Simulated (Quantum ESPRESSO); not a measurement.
Crystal: PPt.

```
Pt P
1.0
     3.74303    0.00000    0.00000
    -1.87151    3.24156    0.00000
     0.00000    0.00000    6.35374
Pt P
2 2
Direct
  0.33333 0.66667 0.37190
  0.66667 0.33333 0.87190
  0.33333 0.66667 0.00310
  0.66667 0.33333 0.50310
```

The cell comes from a database or a generator and needn't be the stable form of this composition.

Base run:

```yaml
Program: Quantum ESPRESSO 7.5
Functional: PBE
Potentials_or_basis: SSSP 1.3 efficiency PBE
Cutoff: 748 eV
Density_cutoff: 5987 eV
k_mesh: 8 × 8 × 4
Occupations: fermi-dirac, width 0.05 eV
Spin: no spin polarisation
Hubbard_terms: Pt d U = 4 eV
```

Its results: band gap on the k mesh none (metal or under the smearing width); pressure 1.1 GPa; largest force 0.126 eV/Å.

Q: The run is repeated on the same cell with these changes: hubbard terms from Pt d U = 4 eV to Pt d U = 1 eV. What comes out?

A: Band gap on the k mesh none (metal or under the smearing width); pressure 0.2 GPa; largest force 0.133 eV/Å.

Caveats: U without spin polarisation on a metal has little footing; the U is typed as a test and isn't derived for this compound.
